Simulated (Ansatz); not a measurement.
CdF₂, space group Fm-3m: relaxations under a series of pressures, run with the Python package of Ansatz (0.2.0).

The script, `compress_cdf2.py`:
```python
# -*- coding: utf-8 -*-
"""Cell of CdF2 under pressure."""

import ansatz
import numpy as np
import pandas as pd

SETTINGS = {
    "xc": "pbe",
    "mesh": (6, 6, 6),
    "smearing": "fermi_dirac",
    "width_ev": 0.01,
}

def edges_and_angles(cell):
    cell = np.asarray(cell)
    a, b, c = np.linalg.norm(cell, axis=1)
    cosines = cell[1] @ cell[2] / (b * c), cell[0] @ cell[2] / (a * c), cell[0] @ cell[1] / (a * b)
    return (a, b, c, *np.degrees(np.arccos(cosines)))


def main():
    vectors = np.array([
        [0.0, 2.694, 2.694],
        [2.694, 0.0, 2.694],
        [2.694, 2.694, 0.0],
    ])
    cell = (
        ansatz.Lattice.of(vectors)
        .atom("Cd", (0.0, 0.0, 0.0))
        .atom("F", (0.25, 0.25, 0.25))
        .atom("F", (0.75, 0.75, 0.75))
    )

    calc = (
        cell.calculation()
        .functional(SETTINGS["xc"])
        .pseudopotentials("paw")
        .kpoints(*SETTINGS["mesh"])
        .occupations(SETTINGS["smearing"], width=SETTINGS["width_ev"])
    )

    # H = F + PV, with 1 GPa A^3 = 1/160.21766 eV
    rows = []
    for pressure in [0, 2, 4, 6, 8]:
        result = calc.relax(cell=True, pressure=pressure, force_tolerance=0.03).run(threads=1, pin="off")
        cell = result.lattice.cell_ang
        n_atoms = len(result.lattice.sites)
        volume = abs(np.linalg.det(cell)) / n_atoms
        enthalpy = result.report["free_energy_ev"] / n_atoms + pressure * volume / 160.21766
        rows.append((pressure, volume, enthalpy, *edges_and_angles(cell)))
        print(f"{pressure} GPa done: {volume:.4f} A^3/atom")

    table = pd.DataFrame(rows, columns=["P_GPa", "V_A3_atom", "H_eV_atom", "a", "b", "c", "alpha", "beta", "gamma"])
    print(table.round(4).to_string(index=False))
    p, v = np.array([row[0] for row in rows], float), np.array([row[1] for row in rows])
    print("mean bulk modulus between rows (GPa):", np.round(-np.diff(p) / np.diff(np.log(v)), 1))


if __name__ == "__main__":
    main()
```

Its results, one of them left out:

| P (GPa) | relaxed V (Å³/atom) |
| --- | --- |
| 0 | 13.725 |
| 2 | 13.445 |
| 4 | ? |
| 6 | 12.979 |
| 8 | 12.772 |

What volume does the cell relax to at 4 GPa?

Murnaghan's form V = V0 (1 + B' P / B0)^(-1/B') through the 4 rows shown gives V0 = 13.724 Å³, B0 = 93.9 GPa and B' = 4.64, and so 13.200 Å³ an atom at 4 GPa. The run gave 13.199 Å³, 0.01 % away.

Caveats:
- At a fixed pressure a relaxation lowers the enthalpy F + PV, while F alone can rise.
- The starting cell is as deposited in a crystallographic database; the results hold for this polymorph, which needn't be the stable one.
- Symmetry holds the cell in this phase, whether or not it is the stable one at each pressure.
- Timing: 26 s on 1 thread of Arm Neoverse V1, on a shared host, peak memory 0.42 GiB.
